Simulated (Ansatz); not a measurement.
# AlBH7NSi: one species, many methods

The task here is to estimate one member of a computed series from the others.

Method: functionals in def2-TZVPP, the program's frozen cores in correlated methods; program: Ansatz 0.2.0, Gaussian basis.

Levels to be run: LDA (SPW92), PBE-D4, revPBE-D4, BLYP-D4, r2SCAN-D4, B97M-V, PBE0-D4, B3LYP-D4, r2SCANh-D4, r2SCAN0-D4, HSE06-D4, BHLYP-D4, CAM-B3LYP-D4, LC-ωPBE, ωB97X-V, ωB97M-V, B2PLYP, PBE-QIDH; CCSD(T)/def2-SVP; MP2/def2-TZVPP; MP2/def2-QZVPP; RPA on PBE.

1 further run of the same task is left out (it didn't finish).

**The relaxed structure**

All runs share one geometry, relaxed beforehand with PBE0-D4 in a triple-zeta def2 set.

11 atoms, charge 0, spin multiplicity 1.

Atoms are counted from 1 here; the program's logs count them from 0.

Bond lengths: N1–B2 1.387 Å, N1–H5 1.007 Å, N1–H6 1.007 Å, B2–Si3 2.016 Å, B2–H7 1.200 Å, Si3–Al4 2.450 Å, Si3–H8 1.494 Å, Si3–H9 1.498 Å, Al4–H10 1.591 Å, Al4–H11 1.592 Å. Angles: B2–N1–H5 123.6°, B2–N1–H6 123.0°, H5–N1–H6 113.4°, N1–B2–Si3 121.5°, N1–B2–H7 117.5°, Si3–B2–H7 120.9°, B2–Si3–Al4 108.5°, B2–Si3–H8 110.5°, B2–Si3–H9 111.1°, Al4–Si3–H8 109.7°, Al4–Si3–H9 109.5°, H8–Si3–H9 107.5°, Si3–Al4–H10 121.6°, Si3–Al4–H11 120.4°, H10–Al4–H11 117.9°.

The first run:

in.yaml reads:

```yaml
crystal:
  periodic: [false, false, false]
  atoms:
    - {symbol: N, position_ang: [-1.003297, 1.968948, 0.100292]}
    - {symbol: B, position_ang: [0.138120, 1.275529, -0.274533]}
    - {symbol: Si, position_ang: [0.745172, -0.370807, 0.717643]}
    - {symbol: Al, position_ang: [0.162328, -2.340465, -0.617422]}
    - {symbol: H, position_ang: [-1.560954, 1.731095, 0.903792]}
    - {symbol: H, position_ang: [-1.344046, 2.775292, -0.397779]}
    - {symbol: H, position_ang: [0.727115, 1.661393, -1.246257]}
    - {symbol: H, position_ang: [2.221348, -0.332152, 0.941669]}
    - {symbol: H, position_ang: [0.087888, -0.463745, 2.060220]}
    - {symbol: H, position_ang: [1.152226, -2.926619, -1.716686]}
    - {symbol: H, position_ang: [-1.260598, -3.035469, -0.450237]}
basis:
  gaussian: {orbitals: def2-TZVPP}
hamiltonian: {xc: lda}
output: {orbitals: {seedname: orbitals}}
```

Started as:

```console
> ansatz run in.yaml --threads 2 --pin off --events-out ev --progress --plain --max-ram 4352MiB
```

Steps of the session up to this table: LDA; PBE-D4 (GGA); revPBE-D4 (GGA); BLYP-D4 (GGA); r2SCAN-D4 (meta-GGA); B97M-V (meta-GGA); B3LYP-D4 (hybrid); r2SCANh-D4 (hybrid); r2SCAN0-D4 (hybrid); HSE06-D4 (hybrid); BHLYP-D4 (hybrid); CAM-B3LYP-D4 (range-separated); LC-ωPBE (range-separated); ωB97X-V (range-separated); ωB97M-V (range-separated); B2PLYP (double hybrid); PBE-QIDH (double hybrid).

One table of the session follows, with a row left open; its other results are not shown here.

It belongs to the step «Orbital energies across the functionals». 

| functional | HOMO (eV) | LUMO (eV) | gap (eV) |
| --- | --- | --- | --- |
| LDA (SPW92) | -6.07 | -2.87 | 3.19 |
| PBE-D4 | -5.98 | -2.66 | 3.33 |
| revPBE-D4 | -5.94 | -2.55 | 3.39 |
| BLYP-D4 | -5.83 | -2.51 | 3.32 |
| r2SCAN-D4 | ? | ? | ? |
| B97M-V | -6.30 | -2.62 | 3.68 |
| PBE0-D4 | -7.02 | -1.91 | 5.11 |
| B3LYP-D4 | -6.83 | -2.09 | 4.74 |
| r2SCANh-D4 | -6.59 | -2.17 | 4.42 |
| r2SCAN0-D4 | -7.16 | -1.79 | 5.37 |
| HSE06-D4 | -6.63 | -2.28 | 4.35 |
| BHLYP-D4 | -7.96 | -1.12 | 6.84 |
| CAM-B3LYP-D4 | -8.25 | -0.95 | 7.30 |
| LC-ωPBE | -9.54 | 0.10 | 9.63 |
| ωB97X-V | -9.22 | -0.01 | 9.21 |
| ωB97M-V | -8.98 | -0.27 | 8.70 |

Q: Estimate the row for r2SCAN-D4 from the others.

Worked estimate for «HOMO (eV)». Against the share of exact exchange, r2SCANh-D4 (0.1, -6.59), r2SCAN0-D4 (0.25, -7.16) give a slope of -3.80 per unit share; at 0 the line stands at -6.21.

As computed: HOMO (eV): -6.21; LUMO (eV): -2.43; gap (eV): 3.78. In «HOMO (eV)» the line misses by 0.00.
